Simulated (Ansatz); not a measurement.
# CuI (Marshite): the cost of one run

Method: DFT LDA, frozen-core PAW, scalar-relativistic unless said, in Ansatz 0.2.0.

The COD entry's cell or inner coordinates are ideal or old and differ from later refinements, so a difference from it is no clean test against experiment.

## (1) Starting point

The structure is cubic, space group F-43m (No. 216). Conventional cell: a = 6.063 Å, b = 6.063 Å, c = 6.063 Å, α = 90.00°, β = 90.00°, γ = 90.00°. Cu (site symmetry -43m) has 4 I at 2.63 Å as nearest neighbours. I (site symmetry -43m) is surrounded by 4 Cu at 2.63 Å.

As a file:

```
CELL_PARAMETERS angstrom
0.00000 3.03150 3.03150
3.03150 0.00000 3.03150
3.03150 3.03150 0.00000
ATOMIC_POSITIONS crystal
Cu 0.75000 0.75000 0.75000
I 0.00000 0.00000 0.00000
```

Cartesian axes are those of the input's lattice vectors. The structure goes back to a database entry.

## (2) Cell and atoms relaxed, PAW

Contents of input.yaml:

```yaml
crystal:
  lattice:
    - [0.0, 3.0315, 3.0315]
    - [3.0315, 0.0, 3.0315]
    - [3.0315, 3.0315, 0.0]
  atoms:
    - { symbol: Cu, position: [0.75, 0.75, 0.75] }
    - { symbol: I, position: [0.0, 0.0, 0.0] }
kpoints:
  mp_grid: { grid: [14, 14, 14] }
scf:
  occupations: { method: fermi_dirac, width: 0.1 }
hamiltonian:
  xc: lda
  pseudopotentials: { kind: paw }
relax:
  f_tol: 0.002
  max_steps: 80
  cell: {}
output:
  forces: true
  stress: true
```

Started as:

```
ansatz run input.yaml --threads 1 --pin off --max-ram 3072MiB --backend cpu --events-out ev --progress --plain --runs-dir out
```

What time and memory should one allow on 1 thread of Intel Xeon 6975P-C (Granite Rapids), shared host?

About 53 s, with a peak of 0.49 GiB.
